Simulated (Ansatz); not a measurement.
Pt-Tc mixtures, a scan of ordered alloys across composition

With Ansatz 0.2.0, Python API.

The cells in order, each with its output:

**Cell 1**
```python
from collections import Counter
import csv
import warnings

import ansatz
import numpy as np
```

**Cell 2**
```python
def fcc(first, a):
    return (
        ansatz.Lattice.fcc(a)
        .space_group(225)
        .atom(first, (0, 0, 0))
        .primitive()
    )
```

**Cell 3**
```python
A_FIRST, A_LAST = 3.92, 3.85
```

**Cell 4**
```python
def compute(name, crystal):
    calc = (
        crystal.calculation()
        .functional("lda")
        .basis(620)
        .kpoints(spacing=0.27)
        .occupations("fermi_dirac", width=0.05)
        .band_table()
    )
    calc = calc.relax(force_tolerance=0.01, max_steps=60, fix_cell=["shape"])
    return calc.run()
```

**Cell 5**
```python
def volume_per_atom(outcome):
    return abs(np.linalg.det(outcome.lattice.cell_ang)) / len(outcome.lattice.sites)
```

**Cell 6**
```python
def counts(outcome):
    return Counter(site.symbol for site in outcome.lattice.sites)
```

**Cell 7**
```python
warnings.simplefilter("ignore", ansatz.DeckWarning)
```

**Cell 8**
```python
# ordered cells: the first k mixed sites take the second element
phases = {}
for k in range(4 + 1):
    a = A_FIRST + (A_LAST - A_FIRST) * k / 4
    cell = fcc("Pt", a).conventional().resolved()
    sites = [site.position for site in cell.sites if site.symbol == "Pt"]
    for position in sites[:k]:
        cell = cell.substitution("Tc", at=position, replaces="Pt")
    phases[f"Pt{4 - k}Tc{k}"] = cell.resolved()

done = {}
for name, crystal in phases.items():
    done[name] = compute(name, crystal)
    print(f"{name}: {done[name].report['energy_sigma0_ev']:.4f} eV, {len(done[name].lattice.sites)} atoms")
```
Output:
```text
Pt4Tc0: -48979.8964 eV, 4 atoms
Pt3Tc1: -42016.2698 eV, 4 atoms
Pt2Tc2: -35052.9076 eV, 4 atoms
Pt1Tc3: -28089.3332 eV, 4 atoms
Pt0Tc4: -21124.8588 eV, 4 atoms
```

**Cell 9**
```python
# x is the share of the second element on the mixed sites; both end members stand on this same lattice
x = {name: counts(o)["Tc"] / (counts(o)["Pt"] + counts(o)["Tc"]) for name, o in done.items()}
first, last = min(x, key=x.get), max(x, key=x.get)
energy = {name: o.report["energy_sigma0_ev"] / len(o.lattice.sites) for name, o in done.items()}
volume = {name: volume_per_atom(o) for name, o in done.items()}
rows = []
for name in sorted(done, key=x.get):
    line = lambda table: (1 - x[name]) * table[first] + x[name] * table[last]
    rows.append((name, x[name], 1000 * (energy[name] - line(energy)), volume[name], 100 * (volume[name] / line(volume) - 1)))
with open("alloy.csv", "w", newline="") as handle:
    writer = csv.writer(handle)
    writer.writerow(["cell", "x(Tc)", "E_mix (meV/atom)", "V (A^3/atom)", "excess V (%)"])
    writer.writerows([round(v, 4) if isinstance(v, float) else v for v in row] for row in rows)
print(open("alloy.csv").read())
# a fit of these few cells to Omega x(1 - x); small periodic cells, not a random solution
shape = np.array([row[1] * (1 - row[1]) for row in rows])
print("Omega =", round(float(shape @ [row[2] for row in rows] / (shape @ shape)), 1), "meV/atom")
```
Output:
```text
cell,x(Tc),E_mix (meV/atom),V (A^3/atom),excess V (%)
Pt4Tc0,0.0,0.0,14.7835,0.0
Pt3Tc1,0.25,-33.1858,14.458,-0.6166
Pt2Tc2,0.5,-132.5048,14.1397,-1.2036
Pt1Tc3,0.75,-178.7538,13.9208,-1.1034
Pt0Tc4,1.0,0.0,13.8404,0.0

Omega = -548.6 meV/atom
```

Mixing energies: -33 meV an atom at x(Tc) = 0.25 (volume -0.6 % off the straight line), -133 meV an atom at x(Tc) = 0.50 (volume -1.2 % off the straight line) and -179 meV an atom at x(Tc) = 0.75 (volume -1.1 % off the straight line). Values this small can change sign on a finer mesh.

Reading the output:
- Absolute energies stand on the zero of these potentials, so only differences at equal settings mean something.
- For the metals among these phases the mesh is modest: differences between phases can be off by up to 40 meV an atom.
- Atoms and volume are relaxed with the cell's shape held, which in cells of lower than cubic symmetry can hide stresses and shift volumes.
- Spin-orbit coupling, which matters for elements this heavy, is left out.
- These are small ordered cells, with both end members on the same lattice, which need not be their own; they aren't random solutions. Differences under about 40 meV an atom lie within the error of mesh and functional.
- The cells are prototypes set up for this calculation and needn't exist.
- Wall time of the script: 120 s on 1 thread of Arm Neoverse V2, with other jobs on the host, peak memory 0.5 GiB.

(Lines on the test bed's own set-up are left out of the output.)
